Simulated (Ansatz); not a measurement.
# CH5AsSi: the cost of one run

Computed with Ansatz 0.2.0, driven from Python. Level of theory: PBE0/def2-SVPD.

### Step 1. The structure

Bond lengths: C1–Si2 1.807 Å, C1–As3 1.897 Å, Si2–As3 2.376 Å, C1–H4 1.101 Å, C1–H5 1.168 Å, Si2–H6 1.485 Å, Si2–H7 1.494 Å, As3–H8 1.594 Å. Angles (14 of 15 angles, heavy atoms first): C1–Si2–As3 51.8°, Si2–C1–As3 79.8°, C1–As3–Si2 48.5°, C1–Si2–H6 116.3°, C1–Si2–H7 114.6°, As3–Si2–H6 113.1°, As3–Si2–H7 113.2°, Si2–C1–H4 113.5°, Si2–C1–H5 112.3°, As3–C1–H4 117.5°, As3–C1–H5 112.6°, C1–As3–H8 90.6°, Si2–As3–H8 89.2°, H6–Si2–H7 125.3°.

The script reads ch5assi.xyz:

```xyz
8

C    -0.74070   -0.04490   -0.48780
Si    0.70940    0.73490    0.25770
As   -0.57040   -1.08640    1.08820
H    -0.52800   -0.53830   -1.44900
H    -1.67820    0.65160   -0.46720
H     0.47000    2.00100    0.99680
H     2.01530    0.31540   -0.33350
H     0.41470   -2.09030    0.33900
```

### Step 2. The code

run_ip.py

```python
import ansatz


def energy(molecule, charge=0, unpaired=0):
    calc = (
        molecule.calculation()
        .basis(gaussian="def2-SVPD")
        .functional("pbe0")
    )
    if charge:
        calc = calc.charge(charge)
    if unpaired:
        calc = calc.spin("collinear", total=unpaired)
    report = calc.run().report
    if report["published_state_doubts"]:
        print("  doubts:", report["published_state_doubts"])
    return report["free_energy_ev"]


def main() -> None:
    molecule = ansatz.Crystal.molecule_from_extxyz("ch5assi.xyz")

    parent = energy(molecule, 0, 0)
    cation = energy(molecule, 1, 1)
    print(f"E(N)   = {parent:.5f} eV")
    print(f"E(N-1) = {cation:.5f} eV  (1 unpaired)")
    print(f"vertical ionisation energy {cation - parent:.3f} eV")
    anion = energy(molecule, -1, 1)
    print(f"E(N+1) = {anion:.5f} eV  (1 unpaired)")
    print(f"vertical electron affinity {parent - anion:.3f} eV" + ("" if anion < parent else " (unbound in this basis)"))
    print(f"fundamental gap IP - EA = {cation + anion - 2 * parent:.3f} eV")


if __name__ == "__main__":
    main()
```

### Step 3. The calls as engine input

The engine receives this input (first run):

```yaml
crystal:
  periodic: [false, false, false]
  atoms:
    - { symbol: C, position_ang: [-0.7407, -0.0449, -0.4878] }
    - { symbol: Si, position_ang: [0.7094, 0.7349, 0.2577] }
    - { symbol: As, position_ang: [-0.5704, -1.0864, 1.0882] }
    - { symbol: H, position_ang: [-0.528, -0.5383, -1.449] }
    - { symbol: H, position_ang: [-1.6782, 0.6516, -0.4672] }
    - { symbol: H, position_ang: [0.47, 2.001, 0.9968] }
    - { symbol: H, position_ang: [2.0153, 0.3154, -0.3335] }
    - { symbol: H, position_ang: [0.4147, -2.0903, 0.339] }
basis:
  gaussian:
    orbitals: def2-SVPD
hamiltonian:
  xc: pbe0
```

### Step 4. Launch

Command:

```console
> python run_ip.py
```

What time and memory should one allow on 1 thread of Arm Neoverse V1, shared host?

About 40 s, with a peak of 0.46 GiB.
